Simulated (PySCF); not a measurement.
# F4Gd (Gd(F)4-): the cost of one run

Program: PySCF 2.14.0. Level of theory: several levels, as the steps say, no spin–orbit coupling. These are calculated values, not measurements.

2 further runs of the same task are left out: 2 for a known fault of the program.

### 1 The system as given

5 atoms, charge -1, spin multiplicity 1.

Bond lengths: Gd1–F2 2.106 Å, Gd1–F3 2.106 Å, Gd1–F4 2.106 Å, Gd1–F5 2.106 Å. Angles: F2–Gd1–F3 109.5°, F2–Gd1–F4 109.5°, F2–Gd1–F5 109.5°, F3–Gd1–F4 109.5°, F3–Gd1–F5 109.5°, F4–Gd1–F5 109.5°.

Geometry (Å):

```xyz
5
F4Gd
Gd    0.0000    0.0000    0.0000
F     1.2158    1.2158    1.2158
F    -1.2158   -1.2158    1.2158
F     1.2158   -1.2158   -1.2158
F    -1.2158    1.2158   -1.2158
```

Formal oxidation states: Gd +3. Each metal's 7 4f electrons lie in its core potential, so multiplicities, spins and levels count the valence alone. An earlier session relaxed this geometry at TPSS, Gd lcecp-1-SVP with ECP53, F def2-SVP (singlet, point group Td).

At TPSS on the finer grid: E = -435.396727 Eh, HOMO -2.99 eV, LUMO 3.38 eV, Mulliken charge on Gd1 +0.91 e, largest force component 0.000 eV/Å. 

Levels to run: B3LYP; CAM-B3LYP; TPSSh; BLYP; TPSS, TZVP; PBE0, SVP. Hardware: 2 threads of Arm Neoverse V2, shared host.

### 2 B3LYP

Contents of run.py (the lines that set the calculation):

```python
mol = gto.M(atom='''
Gd     0.00000     0.00000     0.00000
F      1.21582     1.21582     1.21582
F     -1.21582    -1.21582     1.21582
F      1.21582    -1.21582    -1.21582
F     -1.21582     1.21582    -1.21582''',
    basis={'Gd': 'lcecp-1-SVP', 'F': 'def2-SVP'},
    ecp={'Gd': 'lcecp-1-SVP'},
    charge=-1, spin=0)
mf = dft.RKS(mol, xc='B3LYP')
mf.grids.atom_grid = (75, 302)  # f atoms: unpruned, at least (60, 302)
mf = mf.density_fit()  # fitting sets: Gd AutoAux, F def2-universal-JKFIT
mf.conv_tol = 1e-08; mf.max_cycle = 55
mf.kernel(dm0)  # dm0: the density of the relaxed state
```

Launch:

```
OMP_NUM_THREADS=2 python run.py
```

**Question.** How long does this run take on 2 threads of Arm Neoverse V2, shared host?

About 5.9 s.
